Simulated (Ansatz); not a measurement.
NaLaMnMoO6 in Ansatz: the effect of functional

NaLaMnMoO6:

```
Na La Mn Mo O
1.0
    -2.72294    2.72294    3.89889
     2.72294   -2.72294    3.89889
     2.72294    2.72294   -3.89889
Na La Mn Mo O
1 1 1 1 6
Cartesian
  2.7229 0.0000 1.9494
  0.0000 2.7229 1.9494
  0.0000 0.0000 3.8989
  0.0000 0.0000 0.0000
  1.6123 1.1308 0.0001
  1.5921 -1.1106 3.8988
  1.1106 1.5921 3.8990
  1.1308 3.8336 -0.0001
  0.0000 0.0000 1.9646
  0.0000 0.0000 5.8332
```

The cell was built by a generator and needn't be a form met in nature.

Alike in all runs:

```yaml
Program: Ansatz 0.2.0
Task: band structure
Potentials_or_basis: Ansatz PAW
k_mesh: 7 × 7 × 7
Occupations: fermi-dirac, width 0.05 eV
Spin: collinear spin, ferromagnetic start
Starting_moments: "[0.0, 0.0, 4.0, 1.0, 0.0, 0.0, 0.0, 0.0, 0.0, 0.0] μB"
```

One run gave: pressure -6.3 GPa; moment 2.05 μB; largest force 0.16 eV/Å. Which functional did it use?
A. revPBE
B. PBEsol
C. r2SCAN

B.

| functional | cutoff | pressure (GPa) | moment (μB) | largest force (eV/Å) |
| --- | --- | --- | --- | --- |
| r2SCAN | 500 eV (not typed: the program's choice for these potentials) | -1.4 | 2.37 | 0.28 |
| revPBE | 420 eV (not typed: the program's choice for these potentials) | 3.9 | 2.02 | 0.12 |
| PBEsol | 420 eV (not typed: the program's choice for these potentials) | -6.3 | 2.05 | 0.16 |

Caveats: a cell with one magnetic atom can't hold antiferromagnetic order, which such compounds often take; the PAW data sets come from PBE, with cores solved anew for the run's functional, which leaves a small shift of forces and pressure; the starting moments weren't kept; the magnetic or orbital state may not be the lowest (some runs).
